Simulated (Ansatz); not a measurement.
# C2H4AlNO: one species, many methods

An exercise on one series of results from a longer session: the logs are not shown, and one member is left open.

Method: functionals in def2-TZVPP, the program's frozen cores in correlated methods; program: Ansatz 0.2.0, Gaussian basis.

The runs, in order: LDA (SPW92), PBE-D4, revPBE-D4, BLYP-D4, r2SCAN-D4, B97M-V, PBE0-D4, B3LYP-D4, r2SCANh-D4, r2SCAN0-D4, HSE06-D4, BHLYP-D4, CAM-B3LYP-D4, LC-ωPBE, ωB97X-V, ωB97M-V, B2PLYP, PBE-QIDH; CCSD(T)/def2-SVP; CCSD(T)/def2-TZVPP; MP2/def2-QZVPP; extrapolation to the limit; RPA on PBE.

## The geometry

All runs share one geometry, relaxed beforehand with PBE0-D4 in a triple-zeta def2 set.

SMILES `N=[C]1C[O][AlH]1`, 9 atoms, charge 0, spin multiplicity 1.

Atoms are counted from 1 here; the program's logs count them from 0.

Bond lengths: N1–C2 1.259 Å, N1–H6 1.019 Å, C2–C3 1.531 Å, C2–Al5 1.990 Å, C3–O4 1.433 Å, C3–H7 1.096 Å, C3–H8 1.096 Å, O4–Al5 1.722 Å, Al5–H9 1.580 Å. Angles: C2–N1–H6 111.7°, N1–C2–C3 124.1°, N1–C2–Al5 153.1°, C3–C2–Al5 82.8°, C2–C3–O4 103.7°, C2–C3–H7 111.2°, C2–C3–H8 111.2°, O4–C3–H7 110.9°, O4–C3–H8 110.9°, H7–C3–H8 108.9°, C3–O4–Al5 96.1°, C2–Al5–O4 77.4°, C2–Al5–H9 151.9°, O4–Al5–H9 130.7°.

The first run:

in.yaml

```yaml
crystal:
  periodic: [false, false, false]
  atoms:
    - {symbol: N, position_ang: [0.466228, 0.933925, -1.624982]}
    - {symbol: C, position_ang: [0.094069, 0.420160, -0.537853]}
    - {symbol: C, position_ang: [0.567501, -0.943087, -0.027336]}
    - {symbol: O, position_ang: [-0.116017, -1.092666, 1.223137]}
    - {symbol: Al, position_ang: [-0.946640, 0.414212, 1.158238]}
    - {symbol: H, position_ang: [0.034770, 1.844529, -1.778965]}
    - {symbol: H, position_ang: [0.291119, -1.744329, -0.721878]}
    - {symbol: H, position_ang: [1.653648, -0.957077, 0.117085]}
    - {symbol: H, position_ang: [-1.956278, 1.078134, 2.175557]}
basis:
  gaussian: {orbitals: def2-TZVPP}
hamiltonian: {xc: lda}
output: {orbitals: {seedname: orbitals}}
```

Run with:

```
$ ansatz run in.yaml --threads 2 --pin off --events-out ev --progress --plain --max-ram 4352MiB
```

Among the steps run: LDA; PBE-D4 (GGA); revPBE-D4 (GGA); BLYP-D4 (GGA); r2SCAN-D4 (meta-GGA); B97M-V (meta-GGA); PBE0-D4 (hybrid); B3LYP-D4 (hybrid); r2SCANh-D4 (hybrid); r2SCAN0-D4 (hybrid); HSE06-D4 (hybrid); BHLYP-D4 (hybrid); CAM-B3LYP-D4 (range-separated); LC-ωPBE (range-separated); ωB97X-V (range-separated); ωB97M-V (range-separated); B2PLYP (double hybrid); PBE-QIDH (double hybrid).

One table of the session follows, with a row left open; its other results are not shown here.

It belongs to the step «Frontier levels by functional». 

```
  functional  HOMO (eV)  LUMO (eV)  gap (eV)
 LDA (SPW92)      -5.55      -2.89      2.66
      PBE-D4      -5.42      -2.65      2.77
   revPBE-D4      -5.36      -2.55      2.81
     BLYP-D4      -5.33      -2.52      2.81
   r2SCAN-D4      -5.62      -2.47      3.15
      B97M-V      -5.75      -2.49      3.27
     PBE0-D4      -6.65      -1.80      4.85
    B3LYP-D4      -6.47      -2.01      4.46
  r2SCANh-D4      -6.08      -2.15      3.93
  r2SCAN0-D4      -6.79      -1.69      5.10
    HSE06-D4          ?          ?         ?
    BHLYP-D4      -7.85      -0.95      6.90
CAM-B3LYP-D4      -8.01      -0.79      7.22
     LC-ωPBE      -9.27       0.32      9.59
     ωB97X-V      -8.95       0.22      9.17
     ωB97M-V      -8.84       0.01      8.85
```

Q: Estimate the row for HSE06-D4 from the others.

As computed: HOMO (eV): -6.25; LUMO (eV): -2.17; gap (eV): 4.08. In the column «HOMO (eV)» it lies between B3LYP-D4 (-6.47) and r2SCANh-D4 (-6.08).
